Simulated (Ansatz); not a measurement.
**Cl₂FHSi + H₂ + NH₃: a complex and its separated parts**

The complex below is one end of an elementary step. How strongly is it bound against its free parts?

Program: Ansatz 0.2.0, Gaussian basis. Level of theory: PBE0-D4/def2-TZVP structures, single points in def2-TZVPP, no counterpoise correction. These are calculated values, not measurements.

Levels: SPW92, PBE-D4, BLYP-D4, r2SCAN-D4, B97M-V, PBE0-D4, B3LYP-D4, r2SCAN0-D4, BHLYP-D4, CAM-B3LYP-D4, wB97X-V, wB97M-V, B2PLYP, PBE-QIDH, RPA on PBE, Hartree-Fock, MP2, CCSD, CCSD(T).

Correlated methods freeze the cores. B3LYP uses VWN-RPA correlation. B2PLYP carries no dispersion term here.

113 further runs of the same task are left out: 113 set aside as unsound or not needed. Runs told in other sessions of the task aren't counted.

## Step 1: The system as given

The complex: 11 atoms, charge 0, spin multiplicity 1.

Atoms are counted from 1 here; the program's logs count them from 0.

Bond lengths: Si1–Cl3 2.025 Å, Si1–Cl4 2.025 Å, Si1–H5 1.470 Å, Si1–F7 1.583 Å, H2–H8 0.747 Å, H6–N9 1.013 Å, N9–H10 1.013 Å, N9–H11 1.013 Å. Angles: Cl3–Si1–Cl4 112.4°, Cl3–Si1–H5 108.1°, Cl3–Si1–F7 110.6°, Cl4–Si1–H5 108.1°, Cl4–Si1–F7 110.6°, H5–Si1–F7 107.0°, H6–N9–H10 107.4°, H6–N9–H11 107.4°, H10–N9–H11 107.3°.

Coordinates:

```xyz
11
Cl2FH6NSi
Si   -1.7522   -0.1417   -0.7963
H     1.4246   -1.7549    2.1927
Cl   -0.5875   -1.7437   -1.2198
Cl   -1.8414    0.2419    1.1904
H    -3.1140   -0.4311   -1.2667
H     1.2124    1.6473   -0.6829
F    -1.2519    1.1349   -1.5878
H     1.0473   -1.3704    1.6746
N     1.2849    0.8650   -0.0438
H     1.4957    1.2412    0.8723
H     2.0821    0.3116   -0.3326
```

Its parts: Cl₂FHSi holds atoms 1, 3, 4, 5, 7; H₂ holds atoms 2, 8; NH₃ holds atoms 6, 9, 10, 11. Each part counts its atoms afresh in its own runs.

## Step 2: Relaxing Cl₂FHSi alone

relax-a/in.yaml

```yaml
crystal:
  periodic: [false, false, false]
  atoms:
    - {symbol: Si, position_ang: [-1.752196, -0.141729, -0.796279]}
    - {symbol: Cl, position_ang: [-0.587518, -1.743706, -1.219812]}
    - {symbol: Cl, position_ang: [-1.841421, 0.241887, 1.190394]}
    - {symbol: H, position_ang: [-3.114014, -0.431093, -1.266662]}
    - {symbol: F, position_ang: [-1.251862, 1.134933, -1.587773]}
basis:
  gaussian: {orbitals: def2-TZVP}
hamiltonian: {xc: pbe0, dispersion: d4}
relax: {f_tol: 0.005, max_steps: 200}
```

Command:

```console
ansatz run in.yaml --threads 8 --pin off --events-out ev --progress --plain --max-ram 19148MiB
```

After this run come: Relaxing H₂ alone; Relaxing NH₃ alone; SPW92/def2-TZVPP; PBE-D4/def2-TZVPP; BLYP-D4/def2-TZVPP; r2SCAN-D4/def2-TZVPP; B97M-V/def2-TZVPP; PBE0-D4/def2-TZVPP; B3LYP-D4/def2-TZVPP; r2SCAN0-D4/def2-TZVPP; BHLYP-D4/def2-TZVPP; CAM-B3LYP-D4/def2-TZVPP; wB97X-V/def2-TZVPP; wB97M-V/def2-TZVPP; B2PLYP/def2-TZVPP; PBE-QIDH/def2-TZVPP; RPA on PBE/def2-TZVPP; CCSD(T)/def2-TZVPP; Vibrations of Cl₂FHSi; Vibrations of H₂; Vibrations of NH₃.

**Question.** What will these runs give? Wanted: complex less parts, CCSD(T)/def2-TZVPP; with zero-point energy; largest T1 diagnostic.

The runs gave:

| quantity | value |
| --- | --- |
| complex less parts, CCSD(T)/def2-TZVPP | -13.6 kJ/mol |
| with zero-point energy | -5.1 kJ/mol |
| largest T1 diagnostic | 0.010 |

At CCSD(T) the complex lies 13.6 kJ/mol below its parts. Among the functionals PBE-QIDH lands nearest to CCSD(T) (+2.0 kJ/mol) and SPW92 farthest (-15.3 kJ/mol). By rung, the mean size of the error is: LDA 15.3, GGA 4.5, meta-GGA 3.4, hybrid 4.0, range-separated hybrid 4.2, double hybrid 4.0 kJ/mol. The double hybrids carry no dispersion term here, unlike the levels marked D4 or V. PBE-D4 gives a relative energy 5.6 kJ/mol too low, outside chemical accuracy (1 kcal/mol, 4.2 kJ/mol). No counterpoise was applied, and triple zeta lacks some correlation, so the CCSD(T) reference has a basis error of its own, and close matches with it are partly luck.
